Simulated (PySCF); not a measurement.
# C3H3AlF2: the cost of one run

The runs use PySCF 2.14.0, with density-fitted response routines of our own; the level of theory stands in each step. All values are computed, except where a source is named. Atoms count from 0, in the outputs and in this text.

### Step 1. The starting structure

9 atoms, charge 0, multiplicity 1; geometry from: GFN2-xTB. The atoms were then displaced at random by about 0.01 Å, so the start is not that level's minimum.

Bonds of the start (Å): F0–Al1 1.64, Al1–F2 1.63, Al1–C3 1.89, C3–C4 1.34, C4–C5 1.48, C5–C3 1.55, C4–H6 1.06, C5–H7 1.08, C5–H8 1.10.

### Step 2. Geometry optimisation at PBE0-D3(BJ)/def2-SVP

Job settings and geometry (Å):

```
{"job": {"xc": "PBE0", "basis": "def2-SVP", "d3": "d3bj", "grid": 1, "shake": 0.01, "kind": "geom"}, "charge": 0, "multiplicity": 1}
F      2.629320     1.786050    -0.212100
Al     1.871570     0.343720    -0.040440
F      2.837370    -0.964080     0.119610
C     -0.011350     0.159420    -0.024920
C     -1.255560     0.655480    -0.101060
C     -1.222210    -0.808720     0.090870
H     -1.886680     1.499460    -0.197070
H     -1.438840    -1.455870    -0.747230
H     -1.465810    -1.232610     1.078620
```

Command:

```sh
OMP_NUM_THREADS=1 python probes_run.py task.json out
```

One launch serves the whole session: the jobs run in the order shown.

Q: Estimate the wall time and peak memory of this first job on 1 thread of AMD EPYC 7R43, shared host.

About 44 s, with a peak of 0.42 GiB.
